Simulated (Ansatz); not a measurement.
# C4Cl3CoO4Si: up Jacob's ladder to CCSD(T)

One table from this session's results is given with a row withheld; the runs are named, their logs left out.

Program: Ansatz 0.2.0, Gaussian basis. Level of theory: functionals in def2-TZVPP, the program's frozen cores in correlated methods. These are calculated values, not measurements.

Levels to be run: LDA (SPW92), PBE-D4, revPBE-D4, BLYP-D4, r2SCAN-D4, B97M-V, PBE0-D4, B3LYP-D4, r2SCANh-D4, r2SCAN0-D4, HSE06-D4, BHLYP-D4, CAM-B3LYP-D4, LC-ωPBE, ωB97X-V, ωB97M-V, B2PLYP, PBE-QIDH; CCSD(T)/def2-SVP; CCSD(T)/def2-TZVPP; MP2/def2-QZVPP; extrapolation to the limit; RPA on PBE.

## The relaxed structure

The geometry comes from an earlier relaxation with PBE0-D4 in a triple-zeta def2 set; it is a stationary point, not always the lowest conformer.

SMILES `[O+]#[C][Co-4]([C]#[O+])([C]#[O+])([C]#[O+])[Si](Cl)(Cl)Cl`, 13 atoms, charge 0, spin multiplicity 1.

Atoms are counted from 1 here; the program's logs count them from 0.

Bond lengths: O1–C2 1.133 Å, C2–Co3 1.788 Å, Co3–C4 1.789 Å, Co3–C6 1.788 Å, Co3–C8 1.788 Å, Co3–Si10 2.277 Å, C4–O5 1.131 Å, C6–O7 1.133 Å, C8–O9 1.133 Å, Si10–Cl11 2.051 Å, Si10–Cl12 2.051 Å, Si10–Cl13 2.051 Å. Angles: O1–C2–Co3 178.4°, C2–Co3–C4 95.6°, C2–Co3–C6 119.0°, C2–Co3–C8 119.1°, C2–Co3–Si10 84.5°, C4–Co3–C6 95.6°, C4–Co3–C8 95.5°, C4–Co3–Si10 180.0°, C6–Co3–C8 119.1°, C6–Co3–Si10 84.5°, C8–Co3–Si10 84.4°, Co3–C4–O5 180.0°, Co3–C6–O7 178.4°, Co3–C8–O9 178.4°, Co3–Si10–Cl11 112.5°, Co3–Si10–Cl12 112.5°, Co3–Si10–Cl13 112.5°, Cl11–Si10–Cl12 106.3° and more.

The first run:

File in.yaml:

```yaml
crystal:
  periodic: [false, false, false]
  atoms:
    - {symbol: O, position_ang: [-0.582144, -1.755916, -2.276066]}
    - {symbol: C, position_ang: [-0.564883, -1.010034, -1.422869]}
    - {symbol: Co, position_ang: [-0.584555, 0.178213, -0.087428]}
    - {symbol: C, position_ang: [-2.279393, 0.694111, -0.339504]}
    - {symbol: O, position_ang: [-3.350853, 1.020075, -0.498559]}
    - {symbol: C, position_ang: [0.130212, 1.794980, -0.353731]}
    - {symbol: O, position_ang: [0.554601, 2.831478, -0.527374]}
    - {symbol: C, position_ang: [-0.827553, -0.399300, 1.586736]}
    - {symbol: O, position_ang: [-1.011897, -0.757144, 2.646244]}
    - {symbol: Si, position_ang: [1.571234, -0.478992, 0.234723]}
    - {symbol: Cl, position_ang: [1.727614, -2.480318, 0.656254]}
    - {symbol: Cl, position_ang: [2.748764, -0.145040, -1.411271]}
    - {symbol: Cl, position_ang: [2.468844, 0.507887, 1.792864]}
basis:
  gaussian: {orbitals: def2-TZVPP}
hamiltonian: {xc: lda}
output: {orbitals: {seedname: orbitals}}
```

Among the steps run: LDA; PBE-D4 (GGA); revPBE-D4 (GGA); BLYP-D4 (GGA); r2SCAN-D4 (meta-GGA); B97M-V (meta-GGA); PBE0-D4 (hybrid); B3LYP-D4 (hybrid); r2SCANh-D4 (hybrid); r2SCAN0-D4 (hybrid); HSE06-D4 (hybrid); BHLYP-D4 (hybrid); CAM-B3LYP-D4 (range-separated); LC-ωPBE (range-separated); ωB97X-V (range-separated); ωB97M-V (range-separated); B2PLYP (double hybrid); PBE-QIDH (double hybrid).

One of the session's tables, all rows but one given; the rest of the session is left out.

It belongs to the step «Frontier levels by functional». 

```
  functional  HOMO (eV)  LUMO (eV)  gap (eV)
 LDA (SPW92)          ?          ?         ?
      PBE-D4      -6.84      -2.91      3.93
   revPBE-D4      -6.74      -2.81      3.93
     BLYP-D4      -6.67      -2.79      3.88
   r2SCAN-D4      -7.06      -2.80      4.26
      B97M-V      -6.93      -2.65      4.28
     PBE0-D4      -8.10      -1.73      6.37
    B3LYP-D4      -7.84      -1.99      5.86
  r2SCANh-D4      -7.54      -2.33      5.21
  r2SCAN0-D4      -8.28      -1.69      6.59
    HSE06-D4      -7.70      -2.12      5.59
    BHLYP-D4      -9.33      -0.73      8.60
CAM-B3LYP-D4      -9.40      -0.53      8.87
     LC-ωPBE     -10.66       0.65     11.31
     ωB97X-V     -10.36       0.62     10.97
     ωB97M-V     -10.29       0.54     10.83
```

**Question.** Estimate the row for LDA (SPW92).

As computed: HOMO (eV): -7.10; LUMO (eV): -3.16; gap (eV): 3.94. In the column «HOMO (eV)» it lies between r2SCANh-D4 (-7.54) and r2SCAN-D4 (-7.06).
